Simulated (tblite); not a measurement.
# C5H10FPSi2: the cost of one run

Computed with tblite 0.8.0 and PySCF 2.14.0, with density-fitted response routines of our own, on a single molecule in the gas phase. Atoms are numbered from 0 throughout.

**1. The molecule as given**

19 atoms, charge 0, multiplicity 1; geometry from: force field or distance geometry start.

Bonds of the start (Å): C0–C1 1.24, C1–C2 1.46, C2–C3 1.54, C3–C4 1.53, C4–Si5 1.85, Si5–P6 2.18, P6–Si7 2.21, Si7–F8 1.69, C4–C2 1.51, C0–H9 1.05, C2–H10 1.10, C3–H11 1.12, C3–H12 1.10, C4–H13 1.11, Si5–H14 1.46, Si5–H15 1.49, P6–H16 1.44, Si7–H17 1.48, Si7–H18 1.47.

**2. Geometry optimisation with GFN2-xTB**

The job: settings as JSON, then the geometry in Å.

```
{"job": {"kind": "relax", "xc": "GFN2-xTB", "basis": "xTB"}, "charge": 0, "multiplicity": 1}
C      4.317100    -1.416400     0.028900
C      3.143000    -1.090500    -0.192800
C      1.755300    -0.702700    -0.413600
C      1.618700     0.761200    -0.862400
C      1.185200     0.328200     0.536400
Si    -0.629600     0.443100     0.879600
P     -1.894300    -0.707100    -0.475300
Si    -3.976600    -0.369800     0.186300
F     -5.024000    -0.146400    -1.126500
H      5.307000    -1.707000     0.211800
H      1.102700    -1.430900    -0.925600
H      2.590900     1.316300    -0.849700
H      0.839600     1.022700    -1.593900
H      1.859400     0.563200     1.385600
H     -0.970400     0.085900     2.258800
H     -0.989300     1.880000     0.715700
H     -1.776600    -0.247100    -1.839400
H     -4.015100     0.872500     0.984400
H     -4.452800    -1.430700     1.084300
```

Command:

```sh
$ OMP_NUM_THREADS=1 python probes_run.py task.json out
```

This one command runs all jobs of the session in turn.

**Question.** How long does this first job take on 1 thread of Arm Neoverse N1, shared host, and how much memory does it need?

About 2.4 s, with a peak of 0.18 GiB.
